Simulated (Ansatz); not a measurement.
**CH4BrGaSi: small, medium and large basis sets**

An exercise on one series of results from a longer session: the logs are not shown, and one member is left open.

Computed with Ansatz 0.2.0, Gaussian basis. Level: one geometry, several basis sets.

The runs, in order: PBE0-D4/def2-SVP; ωB97M-V/def2-SVP; PBE0-D4/def2-QZVPP; ωB97M-V/def2-QZVPP; the functionals' def2-TZVPP values are taken from earlier runs.

## Structure used throughout

The geometry comes from an earlier relaxation with PBE0-D4 in a triple-zeta def2 set; it is a stationary point, not always the lowest conformer.

8 atoms, charge 0, spin multiplicity 1.

Atoms are counted from 1 here; the program's logs count them from 0.

Bond lengths: Br1–Si2 2.235 Å, Si2–C3 1.882 Å, Si2–Ga4 2.313 Å, Si2–H5 1.487 Å, C3–Ga4 2.013 Å, C3–H6 1.089 Å, C3–H7 1.098 Å, Ga4–H8 1.551 Å. Angles: Br1–Si2–C3 111.5°, Br1–Si2–Ga4 113.1°, Br1–Si2–H5 107.7°, C3–Si2–Ga4 56.2°, C3–Si2–H5 120.3°, Ga4–Si2–H5 136.6°, Si2–C3–Ga4 72.8°, Si2–C3–H6 123.3°, Si2–C3–H7 110.7°, Ga4–C3–H6 127.1°, Ga4–C3–H7 108.0°, H6–C3–H7 110.0°, Si2–Ga4–C3 51.0°, Si2–Ga4–H8 167.6°, C3–Ga4–H8 140.5°.

Coordinates:

```
Br   -2.2954    1.5800   -0.1866
Si   -0.4192    0.5653   -0.8535
C     0.7183    0.1941    0.5989
Ga   -0.1500   -1.5416    0.0632
H     0.0941    1.3002   -2.0403
H     0.6413    0.6969    1.5614
H     1.7666    0.1648    0.2731
H    -0.2635   -3.0169    0.5280
```

The first run:

in.yaml reads:

```yaml
crystal:
  periodic: [false, false, false]
  atoms:
    - {symbol: Br, position_ang: [-2.295425, 1.579999, -0.186554]}
    - {symbol: Si, position_ang: [-0.419171, 0.565305, -0.853483]}
    - {symbol: C, position_ang: [0.718307, 0.194118, 0.598937]}
    - {symbol: Ga, position_ang: [-0.150005, -1.541571, 0.063156]}
    - {symbol: H, position_ang: [0.094141, 1.300244, -2.040300]}
    - {symbol: H, position_ang: [0.641313, 0.696940, 1.561363]}
    - {symbol: H, position_ang: [1.766554, 0.164795, 0.273107]}
    - {symbol: H, position_ang: [-0.263515, -3.016930, 0.527974]}
basis:
  gaussian: {orbitals: def2-SVP}
hamiltonian: {xc: pbe0, dispersion: d4}
output: {orbitals: {seedname: orbitals}}
```

Steps of the session up to this table: PBE0-D4 in def2-SVP; ωB97M-V in def2-SVP; PBE0-D4 in def2-QZVPP; ωB97M-V in def2-QZVPP.

One table of the session follows, with a row left open; its other results are not shown here.

It belongs to the step «Density functionals: the series». 

| functional | basis | HOMO (eV) | LUMO (eV) |
| --- | --- | --- | --- |
| PBE0-D4 | def2-SVP | ? | ? |
| PBE0-D4 | def2-TZVPP | -6.13 | -2.20 |
| PBE0-D4 | def2-QZVPP | -6.14 | -2.22 |
| ωB97M-V | def2-SVP | -8.05 | -0.39 |
| ωB97M-V | def2-TZVPP | -8.09 | -0.44 |
| ωB97M-V | def2-QZVPP | -8.11 | -0.53 |

**Question.** Estimate the row for PBE0-D4, def2-SVP.

As computed: HOMO (eV): -6.11; LUMO (eV): -2.17. In the column «HOMO (eV)» it is the highest.
